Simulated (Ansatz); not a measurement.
**6 CH4 in a periodic box: a dynamics run in two tries**

The task is a short trajectory. The molecules were packed at random to 0.384 g/cm³.

Method: DFT PBE+D3(BJ), plane waves, PAW, scalar-relativistic, no spin polarisation, in Ansatz 0.2.0.

## (1) The structure to begin with

The cell holds 30 atoms (C6H24): a = 7.464 Å, b = 7.464 Å, c = 7.464 Å, α = 90.00°, β = 90.00°, γ = 90.00°.

Its coordinates follow in the input file.

## (2) First try

The input, input.yaml:

```yaml
accuracy: low
crystal:
  lattice:
    - [7.463826, 0.0, 0.0]
    - [0.0, 7.463826, 0.0]
    - [0.0, 0.0, 7.463826]
  atoms:
    - { symbol: C, position: [0.59526303, 0.55571367, 0.15823151] }
    - { symbol: H, position: [0.64883358, 0.69228075, 0.18084435] }
    - { symbol: H, position: [0.69352433, 0.45021667, 0.16800263] }
    - { symbol: H, position: [0.51897804, 0.54534171, 0.0354115] }
    - { symbol: H, position: [0.50907568, 0.52931252, 0.27640161] }
    - { symbol: C, position: [0.98936602, 0.4451955, 0.818508] }
    - { symbol: H, position: [0.87899518, 0.36147306, 0.84947394] }
    - { symbol: H, position: [0.94512585, 0.53707436, 0.71573657] }
    - { symbol: H, position: [1.09548854, 0.35929726, 0.76603424] }
    - { symbol: H, position: [1.0492756, 0.52235612, 0.93280834] }
    - { symbol: C, position: [0.87492795, 0.91253878, 0.83378134] }
    - { symbol: H, position: [1.01024274, 0.8882537, 0.87799706] }
    - { symbol: H, position: [0.79844931, 0.79960475, 0.89491712] }
    - { symbol: H, position: [0.88590515, 0.89623355, 0.68724183] }
    - { symbol: H, position: [0.830579, 1.04535166, 0.87964483] }
    - { symbol: C, position: [0.88248184, 1.0032199, 0.34189571] }
    - { symbol: H, position: [1.01645748, 1.04838705, 0.39351156] }
    - { symbol: H, position: [0.78641995, 1.05233688, 0.44117438] }
    - { symbol: H, position: [0.87904321, 0.85491188, 0.34343941] }
    - { symbol: H, position: [0.86091789, 1.06374411, 0.21375484] }
    - { symbol: C, position: [0.37579229, 0.83791162, 0.60760585] }
    - { symbol: H, position: [0.29221937, 0.94787087, 0.65049703] }
    - { symbol: H, position: [0.43221209, 0.85627193, 0.47185069] }
    - { symbol: H, position: [0.30610814, 0.71650457, 0.61452634] }
    - { symbol: H, position: [0.4918369, 0.82306179, 0.69143337] }
    - { symbol: C, position: [0.39696839, 0.10317538, 0.06326279] }
    - { symbol: H, position: [0.44080628, 0.01403586, -0.05208534] }
    - { symbol: H, position: [0.52232293, 0.14339719, 0.13493784] }
    - { symbol: H, position: [0.29830348, 0.04449862, 0.15111088] }
    - { symbol: H, position: [0.33012281, 0.22245415, 0.00448438] }
basis:
  ecutwfc: 420.0
kpoints:
  mp_grid: { grid: [1, 1, 1] }
hamiltonian:
  xc: pbe
  dispersion: d3bj
scf:
  occupations: { method: fermi_dirac, width: 0.02 }
  lower_state_search: "off"
  max_iter: 77
md:
  timestep: 0.75
  n_steps: 25
  ensemble: nvt_langevin
  temperature: 250.0
  initial_velocities: maxwell_boltzmann
  seed: 718067
  temperature_schedule: [{ n_steps: 500, end_temperature: 100.0 }]
```

On the command line:

```console
$ ansatz run input.yaml --threads 1 --pin off --max-ram 3072MiB --backend cpu --events-out ev --progress --plain --runs-dir out
```

**Question.** What will these runs give? Wanted: first try.

As calculated:

| quantity | value |
| --- | --- |
| first try | refused |
| cause | the schedule's stages add up to more steps than the run has |

In words: The fault in the first input was caught at the input check and cost nothing.
